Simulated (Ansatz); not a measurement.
**PBE0/aug-cc-pVDZ run of [BF4]− (tetrafluoroborate)**

Aim: the vertical ionisation energy of [BF4]− (tetrafluoroborate) at PBE0/aug-cc-pVDZ, from 2 runs. 

The calculation is run with Ansatz 0.2.0.

### 1 The system as given

The species is [BF4]− (5 atoms), meant as a singlet with charge -1. SMILES: `F[B-](F)(F)F`. Geometry: relaxed at PBE0-D4/def2-TZVPD.

Bond lengths: F1–B2 1.406 Å, B2–F3 1.406 Å, B2–F4 1.406 Å, B2–F5 1.406 Å. Angles: F1–B2–F3 109.5°, F1–B2–F4 109.5°, F1–B2–F5 109.5°, F3–B2–F4 109.5°, F3–B2–F5 109.5°, F4–B2–F5 109.5°.

### 2 The energy at PBE0/aug-cc-pVDZ

input.yaml reads:

```yaml
basis:
  gaussian: {orbitals: aug-cc-pVDZ}
crystal:
  periodic: [false, false, false]
  atoms:
    - {symbol: F, position_ang: [-0.057100, -0.040200, 1.404000]}
    - {symbol: B, position_ang: [0.000000, 0.000000, 0.000100]}
    - {symbol: F, position_ang: [0.948900, -0.931000, -0.457200]}
    - {symbol: F, position_ang: [-1.262500, -0.319100, -0.529700]}
    - {symbol: F, position_ang: [0.370700, 1.290300, -0.417200]}
total_charge: -1
hamiltonian: {xc: pbe0}
output: {orbitals: {seedname: orbitals}}
accuracy: high
```

The run is started by

```console
ansatz run input.yaml --threads 1 --pin off --max-ram 3480MiB --events-out events.jsonl --progress --plain --runs-dir runs
```

What it wrote:

```text
Warning: RAYON_NUM_THREADS=1 ignored (pool sized by the plan → 1); use --threads N
Functional definition: PBE0
  name "PBE0"
  parameter a = 0.25
  parameter kappa = 0.804
  parameter beta = 0.06672455060314922
  exchange = (1 - a)*pbe_x(kappa = kappa, mu = beta*pi^2/3) + a*exact_x
  correlation = pbe_c(beta = beta)
2347 factors; integrals over basis functions are off by at most 2.7e-9 eV
mean field evaluation 1: about -11541.7429 eV, gradient 1.7e1 eV
mean field evaluation 2: about -11541.6197 eV, gradient 2.1e1 eV
mean field evaluation 4: about -11542.2216 eV, gradient 3.8e-1 eV
mean field evaluation 8: about -11542.3336 eV, gradient 8.0e-3 eV
mean field evaluation 16: about -11542.3336 eV, gradient 1.1e-7 eV
mean field -11542.33364016 eV, -424.1729376012 hartree, gradient 6.9e-8 eV, S^2 0.000000; 0 other end points of the search recorded, 0 dependent functions left out
reference -11542.33364280 eV, -424.1729376983 hartree; 21, 21 occupied and 94, 94 virtual orbitals, 2347 factors
Total energy: -11542.33364280 eV, -424.1729376983 hartree
```

It took 4.2 s on 1 thread of AMD EPYC 9R45 (Zen 5), shared host; peak memory 0.42 GiB.

### 3 Doublet neutral BF4, same level

job.yaml reads:

```yaml
crystal:
  periodic: [false, false, false]
  atoms:
    - symbol: F
      position_ang: [-0.057100, -0.040200, 1.404000]
    - symbol: B
      position_ang: [0.000000, 0.000000, 0.000100]
    - symbol: F
      position_ang: [0.948900, -0.931000, -0.457200]
    - symbol: F
      position_ang: [-1.262500, -0.319100, -0.529700]
    - symbol: F
      position_ang: [0.370700, 1.290300, -0.417200]
basis:
  gaussian: {orbitals: aug-cc-pVDZ}
total_charge: 0
magnetization: {spin_polarized: true, initial_magnetization: 1}
hamiltonian: {xc: pbe0}
accuracy: high
output: {orbitals: {seedname: orbitals}}
```

The run is started by

```console
ansatz run job.yaml --threads 1 --pin off --max-ram 3480MiB --events-out events.jsonl --progress --plain --runs-dir runs
```

What it wrote:

```text
Warning: RAYON_NUM_THREADS=1 ignored (pool sized by the plan → 1); use --threads N
Functional definition: PBE0
  name "PBE0"
  parameter a = 0.25
  parameter kappa = 0.804
  parameter beta = 0.06672455060314922
  exchange = (1 - a)*pbe_x(kappa = kappa, mu = beta*pi^2/3) + a*exact_x
  correlation = pbe_c(beta = beta)
2347 factors; integrals over basis functions are off by at most 2.8e-9 eV
mean field evaluation 1: about -11533.1449 eV, gradient 2.4e1 eV
mean field evaluation 2: about -11532.0288 eV, gradient 3.1e1 eV
mean field evaluation 4: about -11534.8549 eV, gradient 1.7e0 eV
mean field evaluation 8: about -11534.9766 eV, gradient 2.0e-1 eV
mean field evaluation 16: about -11534.9797 eV, gradient 1.2e-2 eV
mean field evaluation 32: about -11534.9797 eV, gradient 3.2e-4 eV
mean field evaluation 64: about -11534.9617 eV, gradient 1.9e0 eV
mean field -11534.97970975 eV, -423.9026856434 hartree, gradient 9.5e-8 eV, S^2 0.755803; 6 other end points of the search recorded, 0 dependent functions left out
reference -11534.97971310 eV, -423.9026857664 hartree; 21, 20 occupied and 94, 95 virtual orbitals, 2347 factors
Total energy: -11534.97971310 eV, -423.9026857664 hartree
```

It took 20 s on 1 thread of AMD EPYC 9R45 (Zen 5), shared host; peak memory 0.55 GiB.

### 4 Outcome

At PBE0/aug-cc-pVDZ:

```
                                                             quantity          value
                                         singlet [BF4]−: total energy  -424.17294 Eh
                                          singlet [BF4]−: HOMO energy       -4.75 eV
                                          singlet [BF4]−: LUMO energy        4.38 eV
singlet [BF4]−: HOMO–LUMO gap (to an unbound level, set by the basis)        9.13 eV
                                    doublet neutral BF4: total energy  -423.90269 Eh
              doublet neutral BF4: HOMO energy (highest over α and β)      -12.16 eV
               doublet neutral BF4: LUMO energy (lowest over α and β)      -10.01 eV
                                            doublet neutral BF4: ⟨S²⟩          0.756
                  vertical detachment energy (to the doublet neutral)       7.354 eV
```

In words: Removing an electron at fixed nuclei costs 7.35 eV (710 kJ/mol). −ε(HOMO) before ionisation, 4.75 eV, is 2.60 eV below this ionisation energy.
